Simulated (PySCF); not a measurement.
# CH5Sb: a look at the electrons

For CH5Sb, the scripts below analyse its density (charges, bond critical points, surface potential), see where an electron leaves and enters and measure its response to a uniform field.

Program: PySCF 2.14.0. Level of theory: levels as typed in each script, gas phase, geometry from GFN2-xTB. These are calculated values, not measurements.

## Step 1: The system as given

7 atoms, charge 0, spin multiplicity 1.

Bond lengths: C1–Sb2 2.158 Å, C1–H3 1.084 Å, C1–H4 1.084 Å, C1–H5 1.083 Å, Sb2–H6 1.697 Å, Sb2–H7 1.697 Å. Angles: Sb2–C1–H3 109.6°, Sb2–C1–H4 109.6°, Sb2–C1–H5 110.3°, H3–C1–H4 108.7°, H3–C1–H5 109.3°, H4–C1–H5 109.3°, C1–Sb2–H6 92.2°, C1–Sb2–H7 92.2°, H6–Sb2–H7 88.5°.

Coordinates:

```
atom    x (Å)    y (Å)    z (Å)
  C1   1.8298  -0.0111  -0.0001
 Sb2  -0.3278   0.0478   0.0007
  H3   2.2067   0.5077  -0.8746
  H4   2.2070   0.4837   0.8873
  H5   2.1783  -1.0368  -0.0140
  H6  -0.4266  -1.1476  -1.2001
  H7  -0.4262  -1.1799   1.1683
```

## Step 2: Density, bond paths and surface potential (PBE0/def2-tzvp)

Contents of input.py:

```python
import numpy as np
from pyscf import gto, scf, dft
from pyscf.scf import atom_ks, atom_hf
from scipy.linalg import block_diag

def solve(mol, dm0=None, hcore=None):
    mf = (dft.UKS if mol.spin else dft.RKS)(mol, xc='pbe0')
    mf.grids.level = 3
    mf = mf.density_fit(auxbasis='def2-universal-jkfit')
    mf.conv_tol, mf.max_cycle = 1e-8, 80
    if hcore is not None:
        mf.get_hcore = lambda *args: hcore
    mf.kernel(dm0)
    if not mf.converged:
        mf = mf.newton().run(mf.mo_coeff, mf.mo_occ, max_cycle=30)
    assert mf.converged, 'SCF not converged'
    return mf

mol = gto.M(atom='''
C      1.82981    -0.01112    -0.00008
Sb    -0.32781     0.04784     0.00066
H      2.20675     0.50769    -0.87458
H      2.20699     0.48370     0.88732
H      2.17831    -1.03682    -0.01398
H     -0.42656    -1.14763    -1.20007
H     -0.42622    -1.17988     1.16835
''', basis='def2-tzvp', ecp={'Sb': 'def2-tzvp'}, charge=0, spin=0, verbose=4)
mf = solve(mol)
mf.analyze()
# spherically averaged free atoms, for the promolecule
atom_ks.AtomSphAverageRKS.init_guess_by_vsap = lambda self, mol=None: self.init_guess_by_minao(mol)  # core potentials
atm = atom_ks.get_atm_nrks(mol, xc='pbe0')
pro = block_diag(*[(atm[a[0]][2] * atm[a[0]][3]) @ atm[a[0]][2].T for a in mol._atom])
np.savez('result.npz', e=mf.e_tot, c=mf.mo_coeff, occ=mf.mo_occ, eps=mf.mo_energy, pro=pro, dip=mf.dip_moment(verbose=0), s2=mf.spin_square()[0])
```

The run is started by

```sh
$ OMP_NUM_THREADS=1 python input.py
```

## Step 4: Removing and adding an electron (PBE0/def2-tzvp)

input.py: that of step 2 with these lines changed.

```diff
@@ -28,3 +28,12 @@
 mf = solve(mol)
-mf.analyze()
+out = dict(e0=mf.e_tot, dm0=mf.make_rdm1(), c=mf.mo_coeff, occ=mf.mo_occ, eps=mf.mo_energy)
+for name, dq, spin in [('cation', 1, 1)]:
+    ion = mol.copy().set(charge=mol.charge + dq, spin=spin).build()
+    mi = solve(ion)
+    if spin and dq > 0 and mol.nao < 130:
+        c, _, stable, _ = mi.stability(return_status=True)
+        if not stable:
+            mi = solve(ion, mi.make_rdm1(c, mi.mo_occ))
+    print(name, 'vertical energy change / eV', (mi.e_tot - mf.e_tot) * 27.211386)
+    out.update({'e_' + name: mi.e_tot, 'dm_' + name: mi.make_rdm1(), 's2_' + name: mi.spin_square()[0], 'eps_' + name: mi.mo_energy, 'occ_' + name: mi.mo_occ})
 # spherically averaged free atoms, for the promolecule
@@ -33,2 +42,2 @@
 pro = block_diag(*[(atm[a[0]][2] * atm[a[0]][3]) @ atm[a[0]][2].T for a in mol._atom])
-np.savez('result.npz', e=mf.e_tot, c=mf.mo_coeff, occ=mf.mo_occ, eps=mf.mo_energy, pro=pro, dip=mf.dip_moment(verbose=0), s2=mf.spin_square()[0])
+np.savez('result.npz', pro=pro, **out)
```

## Step 6: Response to an electric field (PBE0/def2-tzvp)

input.py: that of step 4 with these lines changed.

```diff
@@ -27,13 +27,10 @@
 ''', basis='def2-tzvp', ecp={'Sb': 'def2-tzvp'}, charge=0, spin=0, verbose=4)
+field = np.array([0.004, 0.0, 0.0])  # atomic units
+mol.set_common_orig(mol.atom_charges() @ mol.atom_coords() / mol.atom_charges().sum())
 mf = solve(mol)
-out = dict(e0=mf.e_tot, dm0=mf.make_rdm1(), c=mf.mo_coeff, occ=mf.mo_occ, eps=mf.mo_energy)
-for name, dq, spin in [('cation', 1, 1)]:
-    ion = mol.copy().set(charge=mol.charge + dq, spin=spin).build()
-    mi = solve(ion)
-    if spin and dq > 0 and mol.nao < 130:
-        c, _, stable, _ = mi.stability(return_status=True)
-        if not stable:
-            mi = solve(ion, mi.make_rdm1(c, mi.mo_occ))
-    print(name, 'vertical energy change / eV', (mi.e_tot - mf.e_tot) * 27.211386)
-    out.update({'e_' + name: mi.e_tot, 'dm_' + name: mi.make_rdm1(), 's2_' + name: mi.spin_square()[0], 'eps_' + name: mi.mo_energy, 'occ_' + name: mi.mo_occ})
+out = dict(dm0=mf.make_rdm1(), d0=mf.dip_moment(unit='AU'), e0=mf.e_tot)
+for name, sign in (('p', 1), ('m', -1)):
+    h = mf.get_hcore() + sign * np.einsum('x,xij->ij', field, mol.intor('int1e_r'))
+    mi = solve(mol, mf.make_rdm1(), h)
+    out.update({'dm' + name: mi.make_rdm1(), 'd' + name: mi.dip_moment(unit='AU'), 'e' + name: mi.e_tot})
 # spherically averaged free atoms, for the promolecule
```

(Steps that only read results are left out.)

What does the calculation give? Wanted: dipole moment; HOMO, LUMO; vertical ionisation energy; polarisability along the field.

**Answer**, as computed:

| quantity | value |
| --- | --- |
| dipole moment (PBE0/def2-tzvp) | 0.71 D |
| HOMO, LUMO (PBE0/def2-tzvp) | -7.13, -0.22 eV |
| vertical ionisation energy (PBE0/def2-tzvp) | 9.31 eV |
| polarisability along the field (PBE0/def2-tzvp) | 62.8 bohr³ |

**Reading.** At PBE0/def2-tzvp: The highest Hirshfeld charge is on Sb2 (+0.24 e), the lowest on C1 (−0.20 e). The ionisation energy from two SCF runs, 9.31 eV, lies 2.2 eV above −ε(HOMO) = 7.13 eV of the same level, PBE0/def2-tzvp, since self-interaction lifts this functional's HOMO. The geometry was not optimised at these levels.
